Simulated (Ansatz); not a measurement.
# Zn18S17 (Wurtzite-6H): the cost of one run

Program: Ansatz 0.2.0. Level of theory: DFT, PBE, plane-wave PAW, default files, scalar-relativistic, as far as a step names no other. These are calculated values, not measurements.

The COD entry's cell or inner coordinates are ideal or old and differ from later refinements, so a difference from it is no clean test against experiment.

## 1. Starting point

The structure is trigonal, space group P31m (No. 157). The conventional cell has a = 6.603 Å, b = 6.603 Å, c = 18.690 Å, α = 90.00°, β = 90.00°, γ = 120.00°. Around Zn (site symmetry m) lie 4 S at 2.33 to 2.34 Å. Zn (site symmetry m) is surrounded by 3 S at 2.33 to 2.34 Å. Zn (site symmetry 3m) is surrounded by 4 S at 2.33 to 2.34 Å. Zn (site symmetry 3) has 4 S at 2.33 to 2.34 Å as nearest neighbours. Zn (site symmetry 3m) is surrounded by 3 S at 2.33 Å. Only part of the 15 independent sites is listed.

Coordinates:

```
CELL_PARAMETERS angstrom
5.71800 3.30129 0.00000
-5.71800 3.30129 0.00000
0.00000 0.00000 18.68999
ATOMIC_POSITIONS crystal
Zn 0.00000 0.00000 0.00000
Zn 0.33333 0.66667 0.00000
Zn 0.66667 0.33333 0.00000
Zn 0.00000 0.00000 0.50000
Zn 0.33333 0.66667 0.50000
Zn 0.66667 0.33333 0.50000
Zn 0.33333 0.33333 0.16667
Zn 0.66667 0.00000 0.16667
Zn 0.00000 0.66667 0.16667
Zn 0.33333 0.00000 0.66667
Zn 0.66667 0.66667 0.66667
Zn 0.00000 0.33333 0.66667
Zn 0.33333 0.00000 0.33333
Zn 0.66667 0.66667 0.33333
Zn 0.00000 0.33333 0.33333
Zn 0.33333 0.33333 0.83333
Zn 0.66667 0.00000 0.83333
Zn 0.00000 0.66667 0.83333
S 0.00000 0.00000 0.12500
S 0.33333 0.66667 0.12500
S 0.66667 0.33333 0.12500
S 0.00000 0.00000 0.62500
S 0.33333 0.66667 0.62500
S 0.66667 0.33333 0.62500
S 0.33333 0.33333 0.29167
S 0.66667 0.00000 0.29167
S 0.00000 0.66667 0.29167
S 0.33333 0.00000 0.79167
S 0.66667 0.66667 0.79167
S 0.00000 0.33333 0.79167
S 0.66667 0.66667 0.45833
S 0.00000 0.33333 0.45833
S 0.33333 0.33333 0.95833
S 0.66667 0.00000 0.95833
S 0.00000 0.66667 0.95833
```

The vacant site is at (0.333, 1.000, 0.458) in fractional coordinates of the input's cell.

## 2. First run, atoms as given

The input, input.yaml:

```yaml
crystal:
  lattice:
    - [5.718, 3.3012888392, 0.0]
    - [-5.718, 3.3012888392, 0.0]
    - [0.0, 0.0, 18.68999]
  atoms:
    - { symbol: Zn, position: [0.0, 0.0, 0.0] }
    - { symbol: Zn, position: [0.3333333333, 0.6666666667, 0.0] }
    - { symbol: Zn, position: [0.6666666667, 0.3333333333, 0.0] }
    - { symbol: Zn, position: [0.0, 0.0, 0.5], spin: 0.5 }
    - { symbol: Zn, position: [0.3333333333, 0.6666666667, 0.5], spin: 0.5 }
    - { symbol: Zn, position: [0.6666666667, 0.3333333333, 0.5], spin: 0.5 }
    - { symbol: Zn, position: [0.3333333333, 0.3333333334, 0.16667] }
    - { symbol: Zn, position: [0.6666666667, 0.0, 0.16667] }
    - { symbol: Zn, position: [0.0, 0.6666666667, 0.16667] }
    - { symbol: Zn, position: [0.3333333333, 1.0, 0.66667] }
    - { symbol: Zn, position: [0.6666666667, 0.6666666666, 0.66667] }
    - { symbol: Zn, position: [0.0, 0.3333333333, 0.66667] }
    - { symbol: Zn, position: [0.3333333333, 1.0, 0.33333], spin: 0.5 }
    - { symbol: Zn, position: [0.6666666667, 0.6666666666, 0.33333] }
    - { symbol: Zn, position: [0.0, 0.3333333333, 0.33333] }
    - { symbol: Zn, position: [0.3333333333, 0.3333333334, 0.83333] }
    - { symbol: Zn, position: [0.6666666667, 0.0, 0.83333] }
    - { symbol: Zn, position: [0.0, 0.6666666667, 0.83333] }
    - { symbol: S, position: [0.0, 0.0, 0.125] }
    - { symbol: S, position: [0.3333333333, 0.6666666667, 0.125] }
    - { symbol: S, position: [0.6666666667, 0.3333333333, 0.125] }
    - { symbol: S, position: [0.0, 0.0, 0.625] }
    - { symbol: S, position: [0.3333333333, 0.6666666667, 0.625] }
    - { symbol: S, position: [0.6666666667, 0.3333333333, 0.625] }
    - { symbol: S, position: [0.3333333333, 0.3333333334, 0.29167] }
    - { symbol: S, position: [0.6666666667, 0.0, 0.29167] }
    - { symbol: S, position: [0.0, 0.6666666667, 0.29167] }
    - { symbol: S, position: [0.3333333333, 1.0, 0.79167] }
    - { symbol: S, position: [0.6666666667, 0.6666666666, 0.79167] }
    - { symbol: S, position: [0.0, 0.3333333333, 0.79167] }
    - { symbol: S, position: [0.6666666667, 0.6666666666, 0.45833] }
    - { symbol: S, position: [0.0, 0.3333333333, 0.45833] }
    - { symbol: S, position: [0.3333333333, 0.3333333334, 0.95833] }
    - { symbol: S, position: [0.6666666667, 0.0, 0.95833] }
    - { symbol: S, position: [0.0, 0.6666666667, 0.95833] }
magnetization:
  spin_polarized: true
kpoints:
  mp_grid: { grid: [3, 3, 1] }
scf:
  occupations: { method: fermi_dirac, width: 0.01 }
hamiltonian:
  xc: pbe
  pseudopotentials: { kind: paw }
output:
  forces: true
  stress: true
  populations: true
  efg:
    quadrupole_moments_barn: { Zn: 0.122, S: -0.0694 }
    contact_densities: true
```

Command:

```
ansatz run input.yaml --threads 4 --pin off --max-ram 8192MiB --backend cpu --events-out ev --progress --plain --runs-dir out
```

**Question.** How long does this run take on 4 threads of Intel Xeon Platinum 8375C at 2.90GHz (Ice Lake), shared host, and how much memory does it need?

About 34 s, with a peak of 2.9 GiB.
